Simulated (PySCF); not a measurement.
# CH9GeNOSi: the cost of one run

The runs use PySCF 2.14.0, with density-fitted response routines of our own; the level of theory stands in each step. All values are computed, except where a source is named. Atoms are numbered from 0 throughout.

## 1. The starting structure

14 atoms, charge 0, multiplicity 1; geometry from: GFN2-xTB. The atoms were then displaced at random by about 0.01 Å, so the start is not that level's minimum.

Bonds of the start (Å): C0–N1 1.48, N1–Ge2 1.82, Ge2–O3 1.68, O3–Si4 1.65, C0–H5 1.06, C0–H6 1.09, C0–H7 1.11, N1–H8 0.99, Ge2–H9 1.52, Ge2–H10 1.50, Si4–H11 1.44, Si4–H12 1.45, Si4–H13 1.49.

## 2. Geometry optimisation at PBE0-D3(BJ)/def2-SVP

What the job is given:

```
{"job": {"xc": "PBE0", "basis": "def2-SVP", "d3": "d3bj", "grid": 1, "shake": 0.01, "kind": "geom"}, "charge": 0, "multiplicity": 1}
C      2.457060    -0.437890     0.551160
N      1.038430    -0.461760     0.130590
Ge     0.142100     0.949980    -0.587920
O     -1.438510     0.413250    -0.769360
Si    -2.764460    -0.239980    -0.029600
H      2.617160    -1.175030     1.298560
H      3.149230    -0.562900    -0.279140
H      2.649060     0.568000     0.984950
H      0.810560    -1.350470    -0.251400
H      0.230120     2.070030     0.436390
H      0.489580     1.413200    -1.972080
H     -3.479610    -0.864630    -1.113180
H     -2.378130    -1.198180     0.983900
H     -3.529760     0.861300     0.609390
```

Launch:

```bash
OMP_NUM_THREADS=1 python probes_run.py task.json out
```

This one command runs all jobs of the session in turn.

Q: Estimate the wall time and peak memory of this first job on 1 thread of Arm Neoverse V1, shared host.

About 3.6 min, with a peak of 0.55 GiB.
